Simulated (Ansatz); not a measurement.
## H₂Se₂Si, SMILES [SiH2]1[Se][Se]1: a ladder of basis sets, step by step

With Ansatz 0.2.0, Python API.

At the Python prompt:
```pycon
>>> import ansatz as az
>>> config = {
...     'xc': 'B3LYP',
...     'vdw': 'd3bj',
... }
>>> geometry = (
...     az.Crystal.molecule()
...     .atom('Si', [-0.2983, 0.2039, -0.2319])
...     .atom('Se', [0.7282, -0.1426, 1.7063])
...     .atom('Se', [1.2051, -1.3638, -0.3215])
...     .atom('H', [-1.6469, -0.2632, -0.2744])
...     .atom('H', [0.0617, 1.492, -0.92])
... )
>>> base = (
...     geometry.calculation()
...     .functional(config['xc'], dispersion=config['vdw'])
...     .accuracy('medium')
... )
>>> energies = {}
>>> for basis in ['def2-SVP', 'def2-SVPD', 'def2-TZVP', 'def2-TZVPP']:
...     r = base.basis(gaussian=basis).run().report
...     size = r['n_frozen'] + r['n_occupied'][0] + r['n_virtual'][0]
...     energies[basis] = (r['reference_energy_ev'] / 27.211386246, r['free_energy_ev'] / 27.211386246)
...     print(f'{basis:14s} {size:4d} orbitals  reference {energies[basis][0]:14.6f} Ha  total {energies[basis][1]:14.6f} Ha')
...
def2-SVP         92 orbitals  reference   -5093.240023 Ha  total   -5093.251790 Ha
def2-SVPD       122 orbitals  reference   -5093.248184 Ha  total   -5093.259951 Ha
def2-TZVP       145 orbitals  reference   -5093.939378 Ha  total   -5093.951146 Ha
def2-TZVPP      166 orbitals  reference   -5093.939921 Ha  total   -5093.951689 Ha
>>> last = energies['def2-TZVPP'][1]
>>> for basis, (_, total) in energies.items():
...     print(f'{basis:14s} lies {27.211386 * (total - last):9.4f} eV above def2-TZVPP')
...
def2-SVP       lies   19.0452 eV above def2-TZVPP
def2-SVPD      lies   18.8231 eV above def2-TZVPP
def2-TZVP      lies    0.0148 eV above def2-TZVPP
def2-TZVPP     lies    0.0000 eV above def2-TZVPP
```

Against def2-SVP: def2-SVPD -8.2 mHa, def2-TZVP -699.4 mHa and def2-TZVPP -699.9 mHa. The last step alone is -0.54 mHa (these two sets differ little on atoms other than hydrogen). From the first set to the last the time grows from 2.7 to 5.7 s.

The settings weren't tested for convergence. The geometry is a force-field or estimated start, not a minimum of this method, and the last set is no limit. Much of the fall in a total is atomic energy, which cancels in bond and reaction energies. Total less reference energy is the dispersion correction. b3lyp holds the VWN-RPA fit, as in Gaussian; the form of ORCA and Turbomole is b3lyp5. Hardware and time: 18 s on 1 thread of Arm Neoverse V2, with other jobs on the host, peak memory 0.49 GiB.
